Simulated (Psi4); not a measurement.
# AsH3 (SMILES [H][As]([H])[H]): DLPNO-MP2/may-cc-pVTZ (density fitting, density fitting for correlation, pno convergence tight)

What is the energy change on altering one bond length of AsH3 at DLPNO-MP2/may-cc-pVTZ (density fitting, density fitting for correlation, pno convergence tight)? 

The calculation is run with Psi4 1.11.

4 further runs of the same task are left out: 2 for a known fault of the program, 1 that didn't finish, 1 set aside as unsound or not needed.

**1. The molecule**

AsH3 has 4 atoms, charge 0, and is taken as a singlet. As SMILES, `[H][As]([H])[H]`. Geometry: a GFN2-xTB relaxation, a rough one for these elements and not checked as a minimum.

Bond lengths: As1–H2 1.496 Å, As1–H3 1.496 Å, As1–H4 1.496 Å. Angles: H2–As1–H3 89.4°, H2–As1–H4 89.3°, H3–As1–H4 89.1°.

**2. A single-point energy at DLPNO-MP2/may-cc-pVTZ (density fitting, density fitting for correlation, pno convergence tight)**

The input, ash3_ase.py:

```python
import numpy as np
from ase.calculators.psi4 import Psi4
from ase import Atoms

mol = Atoms(['As', 'H', 'H', 'H'], positions=[
    [-0.004370, 0.005540, 0.655970],
    [1.216520, -0.029700, -0.207950],
    [-0.582780, 1.061080, -0.232340],
    [-0.629370, -1.036930, -0.215680],
])
calc = Psi4(atoms=mol, method='dlpno-mp2', basis='may-cc-pVTZ', memory='1600MB', num_threads=1, charge=0, multiplicity=1, label='ash3')
calc.psi4.set_options({'scf_type': 'df', 'freeze_core': True, 'pno_convergence': 'tight'})
mol.calc = calc

print(f'energy: {mol.get_potential_energy():.6f} eV')
```

Run with:

```sh
$ python ash3_ase.py
```

ash3.dat:

```text
[...]
  Running in c1 symmetry.
[...]
  Nuclear repulsion =   35.776758271228694
[...]
  Multiplicity = 1
[...]
  Nalpha       = 18
  Nbeta        = 18
[...]
    Number of basis functions: 89
[...]
   @DF-RHF iter   1: -2235.13210076145288   -2.88942e+00   2.04758e-02 ADIIS/DIIS
[...]
    Orbital Energies [Eh]
    ---------------------
    Doubly Occupied:
       1A   -432.567755     2A    -56.292643     3A    -50.137280
       4A    -50.137278     5A    -50.136580     6A     -8.015944
       7A     -5.870394     8A     -5.870392     9A     -5.866870
      10A     -2.104732    11A     -2.104725    12A     -2.100435
      13A     -2.100434    14A     -2.097394    15A     -0.838212
      16A     -0.494273    17A     -0.493621    18A     -0.388104
[...]
  @DF-RHF Final Energy: -2235.97154934800619
   => Energetics <=
    Nuclear Repulsion Energy =             35.7767582712286938
    One-Electron Energy =               -3188.2624827456847925
    Two-Electron Energy =                 916.5141751264500272
    Total Energy =                      -2235.9715493480061923
[...]
 Multipole Moments:
 ------------------------------------------------------------------------------------
     Multipole            Electronic (a.u.)      Nuclear  (a.u.)        Total (a.u.)
 ------------------------------------------------------------------------------------
 L = 1.  Multiply by 2.5417464519 to convert [e a0] to [Debye]
 Dipole X            :         -0.0157680            0.0176566            0.0018885
 Dipole Y            :          0.0213651           -0.0223939           -0.0010288
 Dipole Z            :          2.5154939           -2.6503826           -0.1348887
 Magnitude           :                                                    0.1349059
[...]
  @LMP2 iter   4:  -0.233430046509 -1.045e-07  2.714e-07
[...]
```

The script printed:

```text
energy: -60850.236990 eV
```

Wall time 8.1 s (1 thread of Intel Xeon Platinum 8375C at 2.90GHz (Ice Lake), shared host); peak memory 0.63 GiB.

**3. The distorted shape, same level**

The input, ash3.xyz:

```xyz
4
AsH3
As     0.120609     0.213999     0.830271
H      1.341499     0.178759    -0.033649
H     -0.457801     1.269539    -0.058039
H     -0.629370    -1.036930    -0.215680
```

The input, ash3_ase.py:

```python
import numpy as np
from ase.calculators.psi4 import Psi4
from ase.io import read

a = read('ash3.xyz')
calc = Psi4(atoms=a, method='dlpno-mp2', basis='may-cc-pVTZ', memory='1600MB', num_threads=1, charge=0, multiplicity=1, label='ash3')
calc.psi4.set_options({'scf_type': 'df', 'freeze_core': True, 'pno_convergence': 'tight'})
a.calc = calc

print(f'energy: {a.get_potential_energy():.6f} eV')
```

Run with:

```sh
$ python ash3_ase.py
```

ash3.dat:

```text
[...]
  Running in c1 symmetry.
[...]
  Nuclear repulsion =   33.783426535254186
[...]
  Multiplicity = 1
[...]
  Nalpha       = 18
  Nbeta        = 18
[...]
    Number of basis functions: 89
[...]
   @DF-RHF iter   1: -2235.07002419874880   -3.01572e+00   2.04302e-02 ADIIS/DIIS
[...]
    Orbital Energies [Eh]
    ---------------------
    Doubly Occupied:
       1A   -432.584501     2A    -56.307793     3A    -50.152738
       4A    -50.152288     5A    -50.151700     6A     -8.029578
       7A     -5.883820     8A     -5.883375     9A     -5.880079
      10A     -2.118007    11A     -2.117752    12A     -2.113806
      13A     -2.113606    14A     -2.110679    15A     -0.821909
      16A     -0.499101    17A     -0.456373    18A     -0.388883
[...]
  @DF-RHF Final Energy: -2235.95266002935705
   => Energetics <=
    Nuclear Repulsion Energy =             33.7834265352541863
    One-Electron Energy =               -3183.9401973152907885
    Two-Electron Energy =                 914.2041107506797744
    Total Energy =                      -2235.9526600293570482
[...]
 Multipole Moments:
 ------------------------------------------------------------------------------------
     Multipole            Electronic (a.u.)      Nuclear  (a.u.)        Total (a.u.)
 ------------------------------------------------------------------------------------
 L = 1.  Multiply by 2.5417464519 to convert [e a0] to [Debye]
 Dipole X            :          0.2152922           -0.1085848            0.1067074
 Dipole Y            :          0.4068461           -0.2329585            0.1738876
 Dipole Z            :          2.7989657           -2.8264441           -0.0274784
 Magnitude           :                                                    0.2058602
[...]
  @LMP2 iter   4:  -0.231860807714 -1.404e-07  3.319e-07
[...]
```

Standard output:

```text
energy: -60849.680281 eV
```

Run time: 6.3 s. Hardware: 1 thread of Intel Xeon Platinum 8375C at 2.90GHz (Ice Lake), shared host; peak memory 0.63 GiB.

**4. Outcome**

At DLPNO-MP2/may-cc-pVTZ (density fitting, density fitting for correlation, pno convergence tight), 9 core orbitals frozen:

| quantity | value |
| --- | --- |
| first shape: total energy | -2236.20498 Eh |
| first shape: HOMO energy (Hartree–Fock orbitals) | -10.56 eV |
| first shape: LUMO energy (Hartree–Fock orbitals) | 1.62 eV |
| first shape: HOMO–LUMO gap (Hartree–Fock orbitals) | 12.18 eV |
| first shape: correlation energy (9 core orbitals frozen) | -233.4 mEh |
| distorted shape: total energy | -2236.18452 Eh |
| distorted shape: HOMO energy (Hartree–Fock orbitals) | -10.58 eV |
| distorted shape: LUMO energy (Hartree–Fock orbitals) | 1.45 eV |
| distorted shape: HOMO–LUMO gap (Hartree–Fock orbitals) | 12.04 eV |
| distorted shape: correlation energy (9 core orbitals frozen) | -231.9 mEh |
| energy change with the As1–H4 bond stretched from 1.496 to 1.795 Å | 0.557 eV |

What this shows: With the As1–H4 bond stretched from 1.496 to 1.795 Å the energy rises by 0.56 eV (53.7 kJ/mol). The first shape isn't relaxed at this level, so the change isn't measured from a minimum.
